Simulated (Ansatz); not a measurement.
Crystal: Ta3AsAu2O13.

```
CELL_PARAMETERS angstrom
6.43030 -1.94333 -0.00483
6.43030 1.94333 -0.00483
-2.54785 0.00000 10.68617
ATOMIC_POSITIONS crystal
Ta 0.42174 0.42174 0.35289
Ta 0.60514 0.60514 0.67616
Ta 0.33575 0.33575 0.98865
As 0.62199 0.62199 0.00347
Au 0.71608 0.71608 0.34780
Au 0.30523 0.30523 0.63263
O 0.69967 0.69967 0.15479
O 0.56266 0.56266 0.34673
O 0.27377 0.27377 0.44492
O 0.32994 0.32994 0.81777
O 0.48263 0.48263 0.55126
O 0.75351 0.75351 0.62745
O 0.36278 0.36278 0.18289
O 0.87969 0.87969 0.36594
O 0.57427 0.57427 0.83568
O 0.11671 0.11671 0.67068
O 0.49325 0.49325 0.03078
O 0.16601 0.16601 0.98717
O 0.79918 0.79918 0.98234
```

The cell was built by a generator and needn't be a form met in nature.

Base run:

| Item | Value |
| --- | --- |
| Program | Ansatz 0.2.0 |
| Functional | PBE |
| Potentials or basis | Ansatz PAW earlier set |
| Cutoff | 900 eV |
| Density cutoff | 3600 eV |
| k mesh | 7 × 7 × 3 |
| Occupations | fermi-dirac, width 0.05 eV |
| Spin | no spin polarisation |

Its results: band gap on the k mesh none (metal or under the smearing width); pressure 0.1 GPa; largest force 0.019 eV/Å.

**Question.** The run is repeated on the same cell with these changes: potentials or basis from Ansatz PAW earlier set to JTH PAW; cutoff from 900 eV to 1380 eV; density cutoff from 3600 eV to 5520 eV; valence electrons from 212 to 154. What comes out?

**Answer.** Band gap on the k mesh none (metal or under the smearing width); pressure 0.9 GPa; largest force 0.235 eV/Å.

Not every run made on this cell is shown here.
